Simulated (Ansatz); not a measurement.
**C3H6BBr: ladder of methods at one geometry in Python**

How do the methods compare on C3H6BBr, in result and in cost? Wanted for C3H6BBr: a ladder of methods at one geometry. SMILES: BCC(=C)Br.

All numbers are computed with Ansatz 0.2.0 through its Python package. The levels of theory stand in the script.

### Step 1. Starting point

Bond lengths: B1–C2 1.534 Å, C2–C3 1.494 Å, C3–C4 1.345 Å, C3–Br5 1.929 Å, B1–H6 1.252 Å, B1–H7 1.166 Å, C2–H8 1.093 Å, C2–H9 1.155 Å, C4–H10 1.136 Å, C4–H11 1.009 Å. Angles (14 of 15 angles, heavy atoms first): B1–C2–C3 109.5°, C2–C3–C4 124.7°, C2–C3–Br5 119.8°, C4–C3–Br5 115.2°, B1–C2–H8 110.9°, B1–C2–H9 109.8°, C3–C2–H8 109.4°, C3–C2–H9 110.6°, C2–B1–H6 120.1°, C2–B1–H7 123.5°, C3–C4–H10 114.7°, C3–C4–H11 124.7°, H8–C2–H9 106.6°, H6–B1–H7 116.3°.

No structure file is read: the coordinates are typed or built in the script.

### Step 2. The script

The input, methods_c3h6bbr.py:

```python
"""C3H6BBr at several levels of theory."""

from dataclasses import dataclass
from pathlib import Path
import warnings

import ansatz
import numpy as np


@dataclass(frozen=True)
class Options:
    basis: str = "def2-SVP"


cfg = Options()


def main() -> None:
    warnings.simplefilter("ignore", ansatz.DeckWarning)

    geometry_ang = [
        ("B", [-1.5834, 0.2732, 0.3124]),
        ("C", [-0.1725, 0.0959, 0.8883]),
        ("C", [0.8322, 0.198, -0.2124]),
        ("C", [1.1391, -0.7974, -1.0633]),
        ("Br", [1.9359, 1.773, -0.3585]),
        ("H", [-2.2893, 1.2442, 0.667]),
        ("H", [-2.0381, -0.4263, -0.5024]),
        ("H", [-0.0722, -0.8739, 1.3834]),
        ("H", [0.0241, 0.8993, 1.6947]),
        ("H", [0.4806, -1.7185, -0.9744]),
        ("H", [1.809, -0.7246, -1.8144]),
    ]
    system = ansatz.Crystal.molecule()
    for symbol, xyz in geometry_ang:
        system = system.atom(symbol, xyz)

    calc = system.calculation().basis(gaussian=cfg.basis)

    print("functional    E (Ha)        dipole (D)   HOMO (eV)  LUMO (eV)")
    for name in ["hf", "cam_b3lyp", "hse06", "r2scan", "r2scan0"]:
        summary = calc.functional(name).forces().orbitals().run(runs_dir="runs").report
        lines = Path(summary["orbitals_path"]).read_text().splitlines()
        field_of = lambda key: [line.split("=")[1].strip() for line in lines if line.startswith(key)]
        orbitals = [(27.211386 * float(e), s, float(n)) for e, s, n in zip(field_of("Ene="), field_of("Spin="), field_of("Occup="))]
        homo = max(e for e, _, n in orbitals if n > 0.5)
        lumo = min(e for e, _, n in orbitals if n < 0.5)
        dipole = 4.803205 * np.linalg.norm(summary["charge_distribution"]["dipole_moment_e_ang"])
        print(f"{name:10s} {summary['free_energy_ev'] / 27.211386246:14.6f} {dipole:9.3f} {homo:11.3f} {lumo:10.3f}")


if __name__ == "__main__":
    main()
```

### Step 3. The calls as engine input

The package turns the script's settings into the engine's input (first run):

```yaml
crystal:
  periodic: [false, false, false]
  atoms:
    - { symbol: B, position_ang: [-1.5834, 0.2732, 0.3124] }
    - { symbol: C, position_ang: [-0.1725, 0.0959, 0.8883] }
    - { symbol: C, position_ang: [0.8322, 0.198, -0.2124] }
    - { symbol: C, position_ang: [1.1391, -0.7974, -1.0633] }
    - { symbol: Br, position_ang: [1.9359, 1.773, -0.3585] }
    - { symbol: H, position_ang: [-2.2893, 1.2442, 0.667] }
    - { symbol: H, position_ang: [-2.0381, -0.4263, -0.5024] }
    - { symbol: H, position_ang: [-0.0722, -0.8739, 1.3834] }
    - { symbol: H, position_ang: [0.0241, 0.8993, 1.6947] }
    - { symbol: H, position_ang: [0.4806, -1.7185, -0.9744] }
    - { symbol: H, position_ang: [1.809, -0.7246, -1.8144] }
basis:
  gaussian:
    orbitals: def2-SVP
hamiltonian:
  xc: hf
output:
  orbitals: {}
  forces: true
```

### Step 4. The run

The run is started by

```console
$ python methods_c3h6bbr.py
```

The program printed:

```text
functional    E (Ha)        dipole (D)   HOMO (eV)  LUMO (eV)
hf           -2713.712238     1.875      -9.537      2.013
cam_b3lyp    -2716.479375     1.557      -8.306     -0.546
hse06        -2715.964704     1.591      -6.668     -2.108
r2scan       -2716.345990     1.612      -6.168     -2.390
r2scan0      -2716.331936     1.689      -7.233     -1.532
```

It took 29 s on 1 thread of Arm Neoverse V2, shared host; peak memory 0.38 GiB.

### Step 5. What changed from run to run

The engine's inputs for some of the other runs:

Run 2, against run 1:

```diff
@@ -19 +19 @@
-  xc: hf
+  xc: cam_b3lyp
```

Run 3, against run 1:

```diff
@@ -19 +19 @@
-  xc: hf
+  xc: hse06
```

Run 5, against run 1:

```diff
@@ -19 +19 @@
-  xc: hf
+  xc: r2scan0
```

### Step 6. What each run gave

From the records of these 5 runs:

| run | functional | energy (eV) | SCF cycles | CPU time (s) |
| --- | --- | --- | --- | --- |
| 1 | hf | -73843.8719 | 12 | 2.5 |
| 2 | cam_b3lyp | -73919.1695 | 17 | 5.8 |
| 3 | hse06 | -73905.1646 | 17 | 5.5 |
| 4 | r2scan | -73915.5399 | 19 | 6.8 |
| 5 | r2scan0 | -73915.1575 | 17 | 8.3 |

Totals hang on method, basis and potentials, so only like runs compare.

The fields below are those of run 1.

### Step 7. The molecule's orbitals and density

Orbitals, density, ELF and potential are computed afterwards from the orbital file.

Frontier orbitals at Hartree-Fock/def2-SVP, with the share of their density that lies nearest to each atom:

| orbital | energy (eV) | lies on |
| --- | --- | --- |
| HOMO-1 | -11.14 | Br5 89 % |
| HOMO | -9.54 | Br5 33 %; C4 30 %; C3 21 % |
| LUMO | 2.01 | B1 44 %; H6, H7 about 15 % each; H8 7 % |

ELF in a plane through or near 4 of the atoms.

Ten even steps from ' ' (0.00) to '@' (1.00):
```
                                                        
                    ......                              
            ....::--==++++++::                          
          ..--==**####%%%%##++--                        
        ..==**%%##----==%%%%**--                        
        ::++##%%**==##--**%%++..                        
        ..==##%%##::--::**++..          ......          
          ..--++******##**--          ::##%%%%**        
                  ::==****==::......--%%@@@@@@@@==      
        ==**####==--**##****----++--**@@@@@@@@@@##      
      ::%%@@@@@@@@++##@@##++..::..  ..%%@@@@@@@@##      
      ..%%@@@@@@%%++++**--..  --##====++######**..      
        ==##%%##++==++==..  ::##@@@@@@##::....          
            ......--==--    ::@@@@@@@@@@--              
                  ..::..    ::%%@@@@@@@@==              
                              ++@@@@@@##..              
                                  ....                  
                                                        
                                                        
                                                        
```
The map spans 10.4 Å across and 9.5 Å up, centred on the molecule. Atoms in the plane (x, y in Å): Br5 (-1.3, 2.1), H6 (2.5, 0.1), H7 (1.3, -1.5), H11 (-2.6, -0.4).

log10 of the density (e/Å³) in the same plane.

Ten even steps from '0' (-4.0) to '9' (1.9):
```
0000000011111000000000000000
0000001222332210000000000000
0000123344444332100000000000
0000223455555443200000000000
0001234567776544211000000000
0001335569986644322111000000
0001334567876544333332221000
0001234556666544444444322100
0001234455666655555555432100
0002345556666655556666543110
0012446666666555567666543110
0012346666655445666655432100
0001344555554445676544321000
0001223444444345666543221000
0000012233333234455432110000
0000001122222223333321100000
0000000000000011222110000000
0000000000000000000000000000
0000000000000000000000000000
0000000000000000000000000000
```
The map spans 10.4 Å across and 9.5 Å up, centred on the molecule. Atoms in the plane (x, y in Å): Br5 (-1.3, 2.1), H6 (2.5, 0.1), H7 (1.3, -1.5), H11 (-2.6, -0.4).

On the surface of density 0.002 e/bohr³ the electrostatic potential runs, from the 1st to the 99th percentile, from -0.65 V near Br5 to 1.86 V near B1.

### Step 8. Results

| quantity | value |
| --- | --- |
| runs compared | 5 |
| HOMO-LUMO gap of the mean field (Hartree-Fock/def2-SVP) | 11.55 eV |

**Reading.** All 5 runs converged (12 to 19 cycles). Caveats:
- The geometry is a force-field or estimated start, not a minimum of this method, and the basis set is short of its limit. A lower total doesn't mark the better method: functionals have no common bound, and MP2 and coupled cluster aren't variational.
- Levels such as HOMO and LUMO are orbital energies: with these approximate functionals they aren't the ionisation energy and electron affinity, and their gap isn't the fundamental gap.
- hse06 follows the composition of plane-wave codes, whose totals differ by tens of mHa, up to about 0.1 Ha, from the form usual in Gaussian-basis programs (wpbeh).
